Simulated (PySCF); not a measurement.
# CBrCl3: the cost of one run

Programs: PySCF 2.14.0, with density-fitted response routines of our own. Each step states its level of theory. These are calculated values for one molecule in the gas phase, unless marked as measured. Atoms are numbered from 0 throughout.

**1. Starting geometry**

5 atoms, charge 0, multiplicity 1; geometry from: MMFF94s. The atoms were then displaced at random by about 0.03 Å, so the start is not that level's minimum.

Bonds of the start (Å): Cl0–C1 1.68, C1–Cl2 1.80, C1–Cl3 1.75, C1–Br4 1.96.

**2. Geometry optimisation at PBE0-D3(BJ)/def2-SVP**

The job: settings as JSON, then the geometry in Å.

```
{"job": {"xc": "PBE0", "basis": "def2-SVP", "d3": "d3bj", "grid": 1, "shake": 0.03, "kind": "geom"}, "charge": 0, "multiplicity": 1}
Cl    -0.824180     1.468170    -0.179910
C     -0.064870    -0.020970    -0.001830
Cl    -0.632110    -1.157380    -1.273920
Cl    -0.267030    -0.669330     1.606800
Br     1.863040     0.269030    -0.213260
```

Command:

```
$ OMP_NUM_THREADS=1 python probes_run.py task.json out
```

This one command runs all jobs of the session in turn.

**Question.** How long does this first job take on 1 thread of Intel Xeon Platinum 8488C, shared host, and how much memory does it need?

About 28 s, with a peak of 0.43 GiB.
